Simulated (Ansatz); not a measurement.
# K: the cost of one run

Program: Ansatz 0.2.0. Level of theory: DFT PBEsol, scalar-relativistic, plane waves, PAW. These are calculated values, not measurements.

## 1. The starting structure

The structure is cubic, space group Pm-3m (No. 221). Conventional cell: a = 4.310 Å, b = 4.310 Å, c = 4.310 Å, α = 90.00°, β = 90.00°, γ = 90.00°. K (site symmetry m-3m) has 6 K at 4.31 Å as nearest neighbours.

Coordinates:

```cif
data_structure
_symmetry_space_group_name_H-M 'Pm-3m'
_symmetry_Int_Tables_number 221
_cell_length_a 4.3104
_cell_length_b 4.3104
_cell_length_c 4.3104
_cell_angle_alpha 90.000
_cell_angle_beta 90.000
_cell_angle_gamma 90.000
_cell_volume 80.09
loop_
_atom_site_label
_atom_site_type_symbol
_atom_site_symmetry_multiplicity
_atom_site_Wyckoff_symbol
_atom_site_fract_x
_atom_site_fract_y
_atom_site_fract_z
_atom_site_occupancy
K1 K 1 a 0.00000 0.00000 0.00000 1
```

The structure comes from the Materials Project (structure only).

## 2. A random distortion, cell strained

The change: strain xx, yy, zz, yz, xz, xy = -1.2, -2.7, -2.7, +0.1, +0.0, -0.1 %.

Contents of input.yaml:

```yaml
crystal:
  lattice:
    - [4.2589297381, -0.0039656043, -0.0012069231]
    - [-0.0039656043, 4.1941438326, 0.0035345604]
    - [-0.0012069231, 0.0035345604, 4.1944455633]
  atoms:
    - { symbol: K, position: [0.0, 0.0, 0.0] }
basis:
  ecutwfc: 420
kpoints:
  mp_grid: { grid: [10, 10, 10] }
hamiltonian:
  xc: pbesol
scf:
  occupations: { method: gaussian, width: 0.1 }
output:
  forces: true
  stress: true
  eigenvalues: true
```

The run is started by

```sh
$ ansatz run input.yaml --threads 1 --pin off --max-ram 1331MiB --backend cpu --events-out ev --progress --plain --runs-dir out
```

**Question.** How long does this run take on 1 thread of an Arm CPU, shared host, and how much memory does it need?

About 18 s, with a peak of 0.57 GiB.
